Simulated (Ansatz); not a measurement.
# Ti2Ga: a hydrostatic pressure series

One table from this session's results is given with a row withheld; the runs are named, their logs left out.

Method: DFT r2SCAN, scalar-relativistic, plane waves, PAW, in Ansatz 0.2.0.

1 further run of the same task is left out (set aside as unsound or not needed).

## The starting structure

The structure is hexagonal, space group P6_3/mmc (No. 194). The conventional cell has a = 4.502 Å, b = 4.502 Å, c = 5.456 Å, α = 90.00°, β = 90.00°, γ = 120.00°. Ti (site symmetry -6m2) has 5 Ga at 2.60 to 2.73 Å and 6 Ti at 2.94 Å in its first shell of neighbours. Ti (site symmetry -3m) is surrounded by 8 Ti at 2.73 to 2.94 Å and 6 Ga at 2.94 Å. Around Ga (site symmetry -6m2) lie 11 Ti at 2.60 to 2.94 Å.

Coordinates:

```cif
data_structure
_symmetry_space_group_name_H-M 'P 1'
_symmetry_Int_Tables_number 1
_cell_length_a 4.5018
_cell_length_b 4.5018
_cell_length_c 5.4555
_cell_angle_alpha 90.000
_cell_angle_beta 90.000
_cell_angle_gamma 120.000
_cell_volume 95.75
loop_
_atom_site_label
_atom_site_type_symbol
_atom_site_fract_x
_atom_site_fract_y
_atom_site_fract_z
_atom_site_occupancy
Ti1 Ti 0.33333 0.66667 0.75000 1
Ti2 Ti 0.66667 0.33333 0.25000 1
Ti3 Ti 0.00000 0.00000 0.00000 1
Ti4 Ti 0.00000 0.00000 0.50000 1
Ga1 Ga 0.33333 0.66667 0.25000 1
Ga2 Ga 0.66667 0.33333 0.75000 1
```

It is the result of an earlier relaxation at this level (volume 15.96 Å³/atom; gap on the mesh: none (metal)).

The first run:

The input, input.yaml:

```yaml
crystal:
  lattice:
    - [4.5444177852, 0.0, 0.0]
    - [-2.2722088926, 3.9355812474, 0.0]
    - [0.0, 0.0, 5.5071858332]
  atoms:
    - { symbol: Ti, position: [0.3333333333, 0.6666666667, 0.75] }
    - { symbol: Ti, position: [0.6666666667, 0.3333333333, 0.25] }
    - { symbol: Ti, position: [0.0, 0.0, 0.0] }
    - { symbol: Ti, position: [0.0, 0.0, 0.5] }
    - { symbol: Ga, position: [0.3333333333, 0.6666666667, 0.25] }
    - { symbol: Ga, position: [0.6666666667, 0.3333333333, 0.75] }
basis:
  ecutwfc: 500
kpoints:
  mp_grid: { grid: [12, 12, 8] }
hamiltonian:
  xc: r2scan
scf:
  occupations: { method: gaussian, width: 0.1 }
output:
  forces: true
  stress: true
  eigenvalues: true
relax:
  adjacent_minimum: "off"
  f_tol: 0.008
  max_steps: 50
  cell: { stress_tol: 0.08, p_target: -3.0 }
```

Command:

```bash
ansatz run input.yaml --threads 1 --pin off --max-ram 2560MiB --backend cpu --events-out ev --progress --plain --runs-dir out
```

Among the steps run: Target pressure -3 GPa; Target pressure 3 GPa; Target pressure 8 GPa; 15 GPa; Relaxing at 30 GPa; 60 GPa.

One of the session's tables, all rows but one given; the rest of the session is left out.

Lengths are those of the vectors of the cell that was run:

| P (GPa) | V (Å³/atom) | a (Å) | b (Å) | c (Å) | ΔH (eV/atom) |
| --- | --- | --- | --- | --- | --- |
| -3 | 16.35 | 4.536 | 4.536 | 5.507 | -0.302 |
| 0 | 15.96 | 4.502 | 4.502 | 5.456 | 0.000 |
| 3 | 15.61 | 4.471 | 4.471 | 5.408 | 0.295 |
| 8 | 15.09 | 4.426 | 4.426 | 5.337 | 0.774 |
| 15 | ? | ? | ? | ? | ? |
| 30 | 13.49 | 4.275 | 4.275 | 5.114 | 2.727 |
| 60 | 12.14 | 4.138 | 4.138 | 4.912 | 5.117 |

Q: Estimate the row for P (GPa) = 15 from the others.

Worked estimate for «V (Å³/atom)». A straight line through the neighbours (8, 15.09) and (30, 13.49) gives 15.09 + (13.49 − 15.09) × (15 − 8) / (30 − 8) = 14.58; a parabola fitted to 4 rows on both sides gives 14.54.

**Answer.** V (Å³/atom): 14.49; a (Å): 4.371; b (Å): 4.371; c (Å): 5.256; ΔH (eV/atom): 1.420. In «V (Å³/atom)» the line misses by +0.09 and the parabola by +0.05.

ΔH is E + PV over the energy at zero pressure; a, b and c are the vectors of the computed cell. 

Caveats from the session: Other structures may take over in this range; these runs cannot find them.
